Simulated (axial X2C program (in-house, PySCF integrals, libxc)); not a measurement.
# A two-component session on GeB: properties at the nuclei

Wanted for GeB: properties at the nuclei, at the two-component level.

Computed with an in-house X2C program for linear molecules on PySCF integrals. Level: two-component X2C with atomic mean-field terms, Ge dyall-cv3z, B dyall-v3z.

All values are calculated.

## (1) The job

Contents of task.json:

```json
{
 "zs": [
  32,
  5
 ],
 "q": 0,
 "bas": [
  "dyall-cv3z",
  "dyall-v3z"
 ],
 "r0": 2.06,
 "levels": [
  "PBE0",
  "HF",
  "TPSSh",
  "LDA",
  "BP86"
 ],
 "nst": 3
}
```

Keys: zs atomic numbers; q charge; bas basis sets; r0 starting distance in Å; levels methods (HF also brings MP2); nst determinants followed.

Launch:

```sh
> python soeom.py task.json out
```

Nuclei are Gaussian, cores are contracted, and the Gaunt term is on.

## (2) Expectation values, lowest determinant

R = 1.976 Å. State: Ω = 3/2 (excess of +ω over −ω: ω = 3/2).

Output of the PBE0 run:

```text
two-component X2C + atomic mean field  PBE0
basis functions 150  fitting functions 880  grid points 5076
iter        total energy     max residual
   1      -2122.602572826     7.97e-06
   2      -2122.602572831     4.71e-06
   3      -2122.602572833     4.30e-06
converged
one-electron -3038.93003543  Coulomb 958.05927221  exact exchange -20.57195954  xc functional -63.28607452  nuclear repulsion 42.84835716  atomic mean-field constant -0.72213271
```

The highest occupied spinor is 50% Ge p, 46% B p, 2% B d.

```csv
level,Eeff magnitude (GV/cm),Ws magnitude Ge (kHz),A∥/gI Ge (MHz),qzz Ge (a.u.),A∥/gI B (MHz),qzz B (a.u.),μ (D)
PBE0,0.163,0.0206,-157,-2.99,55,-0.25,-0.86
HF,0.606,0.144,-158,-3.60,77.5,-0.32,-0.33
TPSSh,0.173,0.0256,-127,-2.94,61.5,-0.25,-0.83
LDA,0.0119,0.0206,-108,-3.00,60.5,-0.24,-1.05
BP86,0.0701,0.00413,-135,-2.86,57.1,-0.25,-0.96
```

Eeff is the effective electric field on the electron dipole moment in this Ω state and Ws the scalar–pseudoscalar constant (defined with the proton number Z and per Ω); A∥ is the parallel hyperfine constant, which follows by multiplying with the nuclear g factor gI = μI/(I μN); qzz is the electric field gradient, eQq0 = 234.96 MHz × Q/barn × qzz; μ is positive if B is the positive end. The operators were transformed with the bare-nucleus X2C matrices.

## (3) Expectation values, a higher determinant

R = 1.976 Å. State: Ω = 1/2 (excess of +ω over −ω: 2 × ω = -1/2, ω = 3/2), 0.33 eV above the lowest in the PBE0 search for states (made at or near this distance, with looser thresholds).

Output of the PBE0 run:

```text
two-component X2C + atomic mean field  PBE0
basis functions 150  fitting functions 880  grid points 5076
iter        total energy     max residual
   1      -2122.590314548     1.29e-05
   2      -2122.590314549     1.36e-05
   3      -2122.590314551     2.91e-06
   4      -2122.590314551     1.53e-06
converged
one-electron -3038.86219799  Coulomb 957.99092669  exact exchange -20.56818033  xc functional -63.27708737  nuclear repulsion 42.84835716  atomic mean-field constant -0.72213271
```

The highest occupied spinor is 51% B p, 33% Ge p, 7% Ge s.

```csv
level,Eeff magnitude (GV/cm),Ws magnitude Ge (kHz),A∥/gI Ge (MHz),qzz Ge (a.u.),A∥/gI B (MHz),qzz B (a.u.),μ (D)
PBE0,0.283,0.211,-433,-2.56,-198,-0.29,-0.88
HF,0.276,0.198,-226,-2.44,-209,-0.38,-0.12
TPSSh,0.362,0.284,-389,-2.48,-203,-0.29,-0.92
LDA,0.305,0.232,-573,-2.62,-210,-0.27,-0.98
BP86,0.297,0.227,-519,-2.54,-198,-0.28,-1.01
```

## (4) Expectation values, a higher determinant

R = 1.976 Å. State: Ω = 1/2 (excess of +ω over −ω: ω = 1/2), 0.77 eV above the lowest in the PBE0 search for states (made at or near this distance, with looser thresholds).

Output of the PBE0 run:

```text
two-component X2C + atomic mean field  PBE0
basis functions 150  fitting functions 880  grid points 5076
iter        total energy     max residual
   1      -2122.574393074     9.34e-06
   2      -2122.574393077     1.04e-05
   3      -2122.574393078     6.27e-06
converged
one-electron -3038.84309224  Coulomb 957.96415344  exact exchange -20.56111827  xc functional -63.26056046  nuclear repulsion 42.84835716  atomic mean-field constant -0.72213271
```

The highest occupied spinor is 56% Ge p, 39% B p, 3% B d.

```csv
level,Eeff magnitude (GV/cm),Ws magnitude Ge (kHz),A∥/gI Ge (MHz),qzz Ge (a.u.),A∥/gI B (MHz),qzz B (a.u.),μ (D)
PBE0,0.0707,0.0843,69.1,-2.64,171,-0.28,-0.81
HF,0.322,0.256,575,-3.43,212,-0.31,-0.22
TPSSh,0.142,0.145,58.6,-2.50,182,-0.29,-0.78
LDA,0.173,0.17,203,-2.62,181,-0.27,-0.91
BP86,0.151,0.152,99.6,-2.51,176,-0.27,-0.90
```

## (5) Summary of results

```
                                        quantity                                                  value
                              lowest determinant                Ω = 3/2 (excess of +ω over −ω: ω = 3/2)
                    Eeff magnitude (GV/cm), PBE0                                                  0.163
                     Ws magnitude Ge (kHz), PBE0                                                 0.0206
                            A∥/gI Ge (MHz), PBE0                                                   -157
                             qzz Ge (a.u.), PBE0                                                  -2.99
                              higher determinant  Ω = 1/2 (excess of +ω over −ω: 2 × ω = -1/2, ω = 3/2)
Eeff magnitude (GV/cm), PBE0, higher determinant                                                  0.283
 Ws magnitude Ge (kHz), PBE0, higher determinant                                                  0.211
        A∥/gI Ge (MHz), PBE0, higher determinant                                                   -433
         qzz Ge (a.u.), PBE0, higher determinant                                                  -2.56
                              higher determinant                Ω = 1/2 (excess of +ω over −ω: ω = 1/2)
Eeff magnitude (GV/cm), PBE0, higher determinant                                                 0.0707
 Ws magnitude Ge (kHz), PBE0, higher determinant                                                 0.0843
        A∥/gI Ge (MHz), PBE0, higher determinant                                                   69.1
         qzz Ge (a.u.), PBE0, higher determinant                                                  -2.64
```

What this shows: In the first state, the effective field runs from 0.0119 to 0.606 GV/cm over the mean-field levels, so the levels don't agree on it. The expectation values come from single determinants, which for open shells can mix terms of unlike spin or miss the lowest Ω, so a determinant need not be a state. Eeff is the effective electric field on the electron dipole moment in this Ω state and Ws the scalar–pseudoscalar constant (defined with the proton number Z and per Ω); A∥ is the parallel hyperfine constant, which follows by multiplying with the nuclear g factor gI = μI/(I μN); qzz is the electric field gradient, eQq0 = 234.96 MHz × Q/barn × qzz; μ is positive if B is the positive end. The operators were transformed with the bare-nucleus X2C matrices.
